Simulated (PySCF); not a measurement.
**C₅H₁₅GeNSi: geometry, NMR shifts, electronic excitations and core binding energies**

Aim: predict the NMR shifts, electronic excitations and core binding energies of C₅H₁₅GeNSi (`C[N](C)[GeH2][SiH2]C1CC1`).

Programs: PySCF 2.14.0, with density-fitted response routines of our own. Each step states its level of theory. These are calculated values for one molecule in the gas phase, unless marked as measured. Atoms count from 0, in the outputs and in this text.

## Step 1: The starting structure

23 atoms, charge 0, multiplicity 1; geometry from: GFN2-xTB.

Bonds of the start (Å): C0–N1 1.45, N1–C2 1.44, N1–Ge3 1.85, Ge3–Si4 2.37, Si4–C5 1.88, C5–C6 1.50, C6–C7 1.49, C7–C5 1.50, C0–H8 1.10, C0–H9 1.09, C0–H10 1.09, C2–H11 1.09, C2–H12 1.10, C2–H13 1.09, Ge3–H14 1.52, Ge3–H15 1.52, Si4–H16 1.47, Si4–H17 1.47, C5–H18 1.08, C6–H19 1.08, C6–H20 1.08, C7–H21 1.08, C7–H22 1.08.

## Step 2: Relaxing the molecule at PBE0-D3(BJ)/def2-SVP

Job settings and geometry (Å):

```
{"job": {"xc": "PBE0", "basis": "def2-SVP", "d3": "d3bj", "grid": 1, "kind": "geom"}, "charge": 0, "multiplicity": 1}
C      2.831486    -1.065177    -0.608816
N      2.519035    -0.229377     0.527795
C      3.152675     1.064664     0.421915
Ge     0.784199    -0.273813     1.161584
Si    -0.861768     0.656828    -0.261450
C     -2.588347     0.417407     0.443908
C     -3.763624     0.293435    -0.482138
C     -3.276958    -0.905878     0.259265
H      2.513436    -0.623954    -1.564379
H      2.337448    -2.028764    -0.487915
H      3.911561    -1.230847    -0.658341
H      4.238646     0.939536     0.388707
H      2.848245     1.616746    -0.478905
H      2.897480     1.659502     1.298523
H      0.952526     0.403054     2.506757
H      0.633724    -1.745696     1.489227
H     -0.619718     2.092948    -0.470794
H     -0.805865     0.012923    -1.583385
H     -2.790451     0.913995     1.386347
H     -4.702647     0.737719    -0.186051
H     -3.582100     0.342874    -1.544958
H     -3.878261    -1.291335     1.069655
H     -2.764965    -1.675845    -0.299571
```

**Question.** This job is followed by: GIAO PBE0/pcSseg-1 NMR shielding, non-relativistic, gas phase; TDDFT PBE0/def2-SVPD, vertical, gas phase, core orbitals frozen in the response; GIAO KT3/pcSseg-1 NMR shielding, non-relativistic, gas phase; delta-SCF UKS SCAN, pcX-2 on the ionised atom, pcseg-1 elsewhere, spin-free X2C. What will the session give for the following? point group; rotational constants (main isotopes); 13C shifts against TMS (PBE0/pcSseg-1, means over atoms taken as alike); 1H shifts against TMS (PBE0/pcSseg-1, means over atoms taken as alike); 15N shifts against NH3 (PBE0/pcSseg-1); 73Ge shifts against GeMe4 (PBE0/pcSseg-1); 29Si shifts against TMS (PBE0/pcSseg-1); lowest singlet (PBE0/def2-SVPD); brightest single state of those computed; lowest triplet; vertical ionisation energy (ΔSCF); C1s binding energies, SCAN/pcX-2; N1s binding energies, SCAN/pcX-2; Si1s binding energies, SCAN/pcX-2; Si2p binding energies, SCAN/pcX-2; range of the shift of N1.

The runs gave:

| quantity | value |
| --- | --- |
| point group | C1 |
| rotational constants (main isotopes) | 2.78, 0.52, 0.51 GHz |
| 13C shifts against TMS (PBE0/pcSseg-1, means over atoms taken as alike) | 43.2, 5.7, -10.5 ppm |
| 1H shifts against TMS (PBE0/pcSseg-1, means over atoms taken as alike) | 4.68, 3.90, 2.39, 0.69, 0.24, -0.61 ppm |
| 15N shifts against NH3 (PBE0/pcSseg-1) | 12.9 ppm |
| 73Ge shifts against GeMe4 (PBE0/pcSseg-1) | -108 ppm |
| 29Si shifts against TMS (PBE0/pcSseg-1) | -60.8 ppm |
| lowest singlet (PBE0/def2-SVPD) | 4.69 eV (264 nm), f = 0.021 |
| brightest single state of those computed | state 4, 5.67 eV, f = 0.060 |
| lowest triplet | 4.35 eV |
| vertical ionisation energy (ΔSCF) | 7.53 eV |
| C1s binding energies, SCAN/pcX-2 | C0 291.15, C6 290.51, C5 290.07 eV |
| N1s binding energies, SCAN/pcX-2 | N1 403.75 eV |
| Si1s binding energies, SCAN/pcX-2 | Si4 1845.65 eV |
| Si2p binding energies, SCAN/pcX-2 | Si4 106.15 eV |
| range of the shift of N1 | 12.9 to 25.8 ppm |

What this shows: Relaxing lowered the energy by 0.153 eV in 4 steps; the close pair that moved most is Ge3–Si4, from 2.367 to 2.400 Å. No frequency check was run at this level, so the end point may be a saddle. At PBE0/pcSseg-1: The widest tensor belongs to Ge3: span 369 ppm, with a paramagnetic part of -1324 ppm. The first singlet state (HOMO→LUMO 0.97) lies at 4.69 eV and is weak; of the 10 states computed, the strongest absorption comes from state 4 at 5.67 eV. The lowest triplet lies 0.34 eV below the lowest singlet (triplets in Tamm-Dancoff, singlets in full TDDFT). The orbital energy would give 5.90 eV for ionisation, ΔSCF gives 7.53 eV. The C1s levels kept as sound span 1.08 eV, from C5 (three-membered-ring carbon) up to C0 (methyl carbon bonded to N). In ppm, N1 moves most: its shift spreads over 12.9 ppm, from 12.9 (PBE0/pcSseg-1) to 25.8 (KT3/pcSseg-1). Spin-orbit coupling is left out, which matters for shieldings and couplings at and beside the heavy atoms.
